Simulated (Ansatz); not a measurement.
# GaH2 (doublet): wave-function methods side by side at a displaced geometry (v2), aug-cc-pVDZ

An exercise on one series of results from a longer session: the logs are not shown, and one member is left open.

Computed with Ansatz 0.2.0, Gaussian basis. Level: aug-cc-pVDZ, core rule «outside noble gas», up to 14 orbitals frozen.

Plan: UHF; CCSD(T) on ROHF; CCSD(T) on UHF; BCCD(T) on ROHF; CISD; CCSDT(Q) on ROHF; CCSDT(Q) on UHF; Full CI.

33 further runs of the same task are left out: 6 for a known fault of the program, 11 that didn't finish, 16 set aside as unsound or not needed.

### The system

The geometry is a PBE0/def2-TZVP stationary point (not a proven minimum) with its atoms shifted at random (size 0.100 Å). No spin-orbit coupling is included. The filled d shell of Ga may be among the frozen orbitals whatever the setting's name suggests; the logs give the count.

3 atoms, charge 0, spin multiplicity 2.

Atoms are counted from 1 here; the program's logs count them from 0.

Bond lengths: Ga1–H2 1.596 Å, Ga1–H3 1.587 Å. Angles: H2–Ga1–H3 120.2°.

Set-up of the first run:

in.yaml reads:

```yaml
crystal:
  periodic: [false, false, false]
  atoms:
    - {symbol: Ga, position_ang: [0.003556, -0.022009, -0.000211]}
    - {symbol: H, position_ang: [-0.161318, 0.777439, -1.371729]}
    - {symbol: H, position_ang: [-0.084697, 0.745015, 1.386315]}
basis:
  gaussian: {orbitals: aug-cc-pVDZ}
magnetization: {spin_polarized: true, initial_magnetization: 1}
hamiltonian: {xc: hf}
output: {orbitals: {seedname: orbitals}}
```

On the command line:

```
ansatz run in.yaml --threads 1 --pin off --events-out ev --progress --plain --max-ram 2393MiB
```

Among the steps run: UHF; CCSD(T) on ROHF; CCSD(T) on UHF; BCCD(T) on ROHF; CISD; CCSDT(Q) on ROHF; CCSDT(Q) on UHF; Full CI.

One table of the session follows, with a row left open; its other results are not shown here.

It belongs to the step «Misses and costs». 

```
   method  from FCI (meV)
     ROHF         +2188.7
      UHF         +2148.5
     RMP2          +584.2
     UMP2          +572.8
     CISD               ?
    RCCSD           +47.4
    UCCSD           +40.9
 RCCSD(T)           +12.9
 UCCSD(T)            +7.2
  BCCD(T)           +12.6
   RCCSDT            -0.2
   UCCSDT            -5.8
RCCSDT(Q)            -0.7
UCCSDT(Q)            -6.2
      FCI               0
```

**Question.** Estimate the row for CISD.

**Answer.** from FCI (meV): +96.0. In the column «from FCI (meV)» it lies between RCCSD (+47.4) and UMP2 (+572.8).

Caveats from the session: UCCSDT, UCCSDT(Q) fall below full CI: unrestricted runs freeze a spin-polarised core, another one than full CI's, and coupled cluster isn't variational. Levels on UHF freeze UHF's core orbitals, full CI those of ROHF, so the U rows can settle a little off it for that reason alone. Restricted and unrestricted rows rest on different reference determinants; where their highest levels disagree by more than a few hundredths of an eV, they describe different states and don't form one ladder.
